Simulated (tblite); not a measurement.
# SiH4O4 (orthosilicic acid) at GFN1-xTB

Aim: the electronic atomisation energy of SiH4O4 (orthosilicic acid) at GFN1-xTB, from 4 runs. Input form: a Python script.

The calculation is run with tblite 0.8.0.

12 further runs of the same task are left out: 12 set aside as unsound or not needed.

## 1. Starting point

SiH4O4: 9 atoms, total charge 0, spin state singlet. SMILES: `O[Si](O)(O)O`. The shape was relaxed beforehand at GFN1-xTB. This is one conformer, not always the lowest.

Bond lengths: O1–Si2 1.619 Å, Si2–O3 1.619 Å, Si2–O4 1.619 Å, Si2–O5 1.619 Å, O1–H6 0.944 Å, O3–H7 0.944 Å, O4–H8 0.944 Å, O5–H9 0.944 Å. Angles: O1–Si2–O3 108.2°, O1–Si2–O4 112.1°, O1–Si2–O5 108.2°, O3–Si2–O4 108.2°, O3–Si2–O5 112.1°, O4–Si2–O5 108.2°, Si2–O1–H6 151.5°, Si2–O3–H7 151.6°, Si2–O4–H8 151.6°, Si2–O5–H9 151.5°.

## 2. The harmonic vibrations at GFN1-xTB

The input, start.xyz:

```xyz
9
start geometry
O     -0.805791     0.708070    -1.211928
Si    -0.000070    -0.000141     0.000167
O      1.581650     0.256835    -0.227763
O     -0.250823    -1.598460     0.046357
O     -0.525523     0.633481     1.393873
H     -0.921746     0.904336    -2.127690
H      2.487794     0.074502    -0.037465
H     -0.790524    -2.348932     0.236293
H     -0.774967     1.370319     1.928165
```

The input, calc.py:

```python
import json
import numpy as np
from tblite.interface import Calculator
from tblite.interface import symbols_to_numbers
from ase.data import atomic_masses

symbols = list(map(str, np.loadtxt("start.xyz", skiprows=2, usecols=0, dtype=str, ndmin=1)))
numbers = np.array(symbols_to_numbers(symbols))
positions = np.loadtxt("start.xyz", skiprows=2, usecols=(1, 2, 3), ndmin=2) / 0.529177210903

calc = Calculator("GFN1-xTB", numbers, positions, charge=0, uhf=0)
calc.set("verbosity", 0)
calc.set("accuracy", 0.01)
result = calc.singlepoint()
h = 0.005  # bohr
n = positions.size
H, D = np.zeros((n, n)), np.zeros((n, 3))
for a in range(n):
    g, d = [], []
    for sign in (1, -1):
        x = positions.ravel().copy()
        x[a] += sign * h
        calc.update(x.reshape(-1, 3))
        y = calc.singlepoint()
        g.append(y.get('gradient').ravel())
        d.append(y.get('dipole'))
    H[a], D[a] = (g[0] - g[1]) / (2 * h), (d[0] - d[1]) / (2 * h)
mass = np.repeat(atomic_masses[numbers], 3)
H = (H + H.T) / 2 / np.sqrt(np.outer(mass, mass))
# project out translations and rotations
com = positions - atomic_masses[numbers] @ positions / atomic_masses[numbers].sum()
T = [np.tile(v, len(numbers)) for v in np.eye(3)] + [np.cross(com, v).ravel() for v in np.eye(3)]
U, sv, _ = np.linalg.svd((np.array(T) * np.sqrt(mass)).T)
Q = U[:, (sv > 1e-3 * sv.max()).sum():]
w, V = np.linalg.eigh(Q.T @ H @ Q)
freq = np.sign(w) * np.sqrt(np.abs(w)) * 5140.487
inten = (((Q @ V).T / np.sqrt(mass)) @ D) ** 2
inten = inten.sum(axis=1) * 974.88
print(f"E = {result.get('energy'):.8f} Eh, max gradient {np.abs(result.get('gradient')).max():.2e} Eh/bohr")
print("mode   frequency/cm^-1   IR/(km/mol)")
for i, (v, s) in enumerate(zip(freq, inten), 1):
    print(f"{i:4d} {v:14.2f} {s:14.3f}")
zpe = freq[freq > 0].sum() / 2 / 219474.63
print(f"imaginary modes: {(freq < -10).sum()}, zero-point energy {zpe:.6f} Eh = {zpe * 627.5095:.4f} kcal/mol")
out = {k: np.asarray(result.get(k)).tolist() for k in ("energy", "gradient", "charges", "dipole", "orbital-energies", "orbital-occupations")}
out.update(symbols=symbols, positions=(positions * 0.529177210903).tolist(), frequencies=freq.tolist(), intensities=inten.tolist(), zpe=zpe)
json.dump(out, open("results.json", "w"))
```

Command:

```
$ python calc.py
```

The program printed:

```text
E = -23.08756649 Eh, max gradient 2.81e-05 Eh/bohr
mode   frequency/cm^-1   IR/(km/mol)
   1         200.46        274.148
   2         209.38        191.746
   3         209.80        191.662
   4         223.63          0.033
   5         269.63          0.011
   6         309.63        194.067
   7         323.96        435.338
   8         324.44        417.685
   9         324.80        240.593
  10         335.49          0.723
  11         379.61         41.106
  12         379.69         40.401
  13         382.01         27.495
  14         799.08          0.000
  15         913.38        308.587
  16         925.54        343.481
  17         925.71        343.557
  18        3875.59         89.109
  19        3875.74         89.176
  20        3876.72         95.355
  21        3879.44          0.266
imaginary modes: 0, zero-point energy 0.052270 Eh = 32.7997 kcal/mol
```

Wall time 1 s (1 thread of Intel Xeon at 2.50GHz (Skylake/Cascade Lake), shared host).

## 3. The H atom: a single-point energy at GFN1-xTB

The input, xtb_job.py:

```python
import json
import numpy as np
from tblite.interface import Calculator

symbols = ["H"]
numbers = np.array([1])
positions = np.array([  # bohr
    [0.000000, 0.000000, 0.000000],
])

calculator = Calculator("GFN1-xTB", numbers, positions, charge=0, uhf=1)
calculator.set("accuracy", 0.1)
calculator.add("spin-polarization", 1.0)
wfn = calculator.singlepoint()

print(f"total energy: {wfn.get('energy') * 2625.4996:.8f} kJ/mol")
eps = np.atleast_2d(wfn.get("orbital-energies")) * 27.211386
occ = np.atleast_2d(wfn.get("orbital-occupations"))
filled = occ.sum(axis=0) if eps.shape[0] == 1 else occ[0]
homo = np.nonzero(filled > 0.5)[0].max()
print("  MO   occupation   energy/eV")
for i in range(max(0, homo - 4), min(eps.shape[1], homo + 5)):
    print(f"{i + 1:4d} {filled[i]:10.4f} {eps[0, i]:12.4f}")
mu = wfn.get("dipole") * 2.541746
print(f"dipole: {np.linalg.norm(mu):.4f} D, components " + " ".join(f"{c:.4f}" for c in mu))
q = wfn.get("charges")
print("Charges:", " ".join(f"{s}{i + 1}={c:+.4f}" for i, (s, c) in enumerate(zip(symbols, q))))
out = {k: np.asarray(wfn.get(k)).tolist() for k in ("energy", "gradient", "charges", "dipole", "orbital-energies", "orbital-occupations")}
out.update(symbols=symbols, positions=(positions * 0.529177210903).tolist())
json.dump(out, open("results.json", "w"))
```

Command:

```
$ python xtb_job.py
```

The program printed:

```text
------------------------------------------------------------
  cycle        total energy    energy error   density error
------------------------------------------------------------
      1    -0.4372419744618  -4.3724197E-01   5.0000000E-01
      2    -0.4372419744618   0.0000000E+00   3.0000000E-01
      3    -0.4372419744618   0.0000000E+00   1.7998200E-05
      4    -0.4372419744618   0.0000000E+00   1.4044321E-14
------------------------------------------------------------

 total:                                   0.001 sec
total energy: -1147.97862905 kJ/mol
  MO   occupation   energy/eV
   1     1.0000     -12.8725
   2     0.0000      -4.1209
dipole: 0.0000 D, components 0.0000 0.0000 0.0000
Charges: H1=+0.0000
```

Wall time 0.27 s (1 thread of Intel Xeon at 2.50GHz (Skylake/Cascade Lake), shared host).

## 4. The O atom: the energy at GFN1-xTB

The input, xtb_job.py:

```python
# GFN1-xTB single point
import json
import numpy as np
from tblite.interface import Calculator

symbols = ["O"]
numbers = np.array([8])
positions = np.array([  # bohr
    [0.000000, 0.000000, 0.000000],
])

calc = Calculator("GFN1-xTB", numbers, positions, charge=0, uhf=2)
calc.set("accuracy", 0.1)
calc.add("spin-polarization", 1.0)
res = calc.singlepoint()

print(f"E(total): {res.get('energy') * 2625.4996:.8f} kJ/mol")
eps = np.atleast_2d(res.get("orbital-energies")) * 27.211386
occ = np.atleast_2d(res.get("orbital-occupations"))
filled = occ.sum(axis=0) if eps.shape[0] == 1 else occ[0]
homo = np.nonzero(filled > 0.5)[0].max()
print(f"HOMO {eps[0, homo]:.4f} eV")
if homo + 1 < eps.shape[1]:
    print(f"LUMO {eps[0, homo + 1]:.4f} eV, gap {eps[0, homo + 1] - eps[0, homo]:.4f} eV")
mu = res.get("dipole") * 2.541746
print(f"Dipole moment: {np.linalg.norm(mu):.4f} D, components " + " ".join(f"{c:.4f}" for c in mu))
q = res.get("charges")
print("Charges:", " ".join(f"{s}{i + 1}={c:+.4f}" for i, (s, c) in enumerate(zip(symbols, q))))
out = {k: np.asarray(res.get(k)).tolist() for k in ("energy", "gradient", "charges", "dipole", "orbital-energies", "orbital-occupations")}
out.update(symbols=symbols, positions=(positions * 0.529177210903).tolist())
json.dump(out, open("results.json", "w"))
```

Run the same way, it converges to -4.40654 Eh (log not shown).

## 5. The Si atom: the energy at GFN1-xTB

The input, job.py:

```python
"""GFN1-xTB single point"""
import json
import numpy as np
from tblite.interface import Calculator

symbols = ["Si"]
numbers = np.array([14])
positions = np.array([  # bohr
    [0.000000, 0.000000, 0.000000],
])

tb = Calculator("GFN1-xTB", numbers, positions, charge=0, uhf=2)
tb.set("accuracy", 0.1)
tb.add("spin-polarization", 1.0)
res = tb.singlepoint()

print(f"E(total): {res.get('energy') * 27.211386:.8f} eV")
eps = np.atleast_2d(res.get("orbital-energies")) * 27.211386
occ = np.atleast_2d(res.get("orbital-occupations"))
filled = occ.sum(axis=0) if eps.shape[0] == 1 else occ[0]
homo = np.nonzero(filled > 0.5)[0].max()
print("  MO   occupation   energy/eV")
for i in range(max(0, homo - 4), min(eps.shape[1], homo + 5)):
    print(f"{i + 1:4d} {filled[i]:10.4f} {eps[0, i]:12.4f}")
mu = res.get("dipole") * 2.541746
print(f"Dipole moment: {np.linalg.norm(mu):.4f} D, components " + " ".join(f"{c:.4f}" for c in mu))
q = res.get("charges")
print("Charges:", " ".join(f"{s}{i + 1}={c:+.4f}" for i, (s, c) in enumerate(zip(symbols, q))))
out = {k: np.asarray(res.get(k)).tolist() for k in ("energy", "gradient", "charges", "dipole", "orbital-energies", "orbital-occupations")}
out.update(symbols=symbols, positions=(positions * 0.529177210903).tolist())
json.dump(out, open("results.json", "w"))
```

Run the same way, it converges to -1.65220 Eh (log not shown).

## 6. Outcome

Level: GFN1-xTB.

| quantity | value |
| --- | --- |
| molecule: total energy | -23.08757 Eh |
| molecule: dipole moment | 0.00 D |
| molecule: HOMO energy | -12.68 eV |
| molecule: LUMO energy | -3.26 eV |
| molecule: HOMO–LUMO gap | 9.42 eV |
| molecule: largest force on an atom | 0.002 eV/Å |
| molecule: lowest harmonic wavenumber | 200 cm⁻¹ |
| molecule: highest harmonic wavenumber | 3879 cm⁻¹ |
| molecule: zero-point energy | 137.2 kJ/mol |
| H atom: total energy | -0.43724 Eh |
| H atom: dipole moment | 0.00 D |
| H atom: HOMO energy (as the program lists it) | -12.87 eV |
| H atom: largest force on an atom | 0.000 eV/Å |
| O atom: total energy | -4.40654 Eh |
| O atom: dipole moment | 0.00 D |
| O atom: HOMO energy (as the program lists it) | -19.40 eV |
| O atom: largest force on an atom | 0.000 eV/Å |
| Si atom: total energy | -1.65220 Eh |
| Si atom: dipole moment | 0.00 D |
| Si atom: HOMO energy (as the program lists it) | -8.34 eV |
| Si atom: LUMO energy (as the program lists it) | -3.14 eV |
| Si atom: largest force on an atom | 0.000 eV/Å |
| electronic atomisation energy | 56.062 eV |

What this shows: Taking the molecule apart into free atoms costs 56.06 eV (1293 kcal/mol), before zero-point energy and without spin-orbit coupling. Tight-binding and semi-empirical models aren't fitted to free atoms, so this value can be far from the true one. All 21 modes (molecule) are real, so the shape is a minimum at this level. Mulliken charges (molecule) run from -0.51 on O1 to +0.66 on Si2.
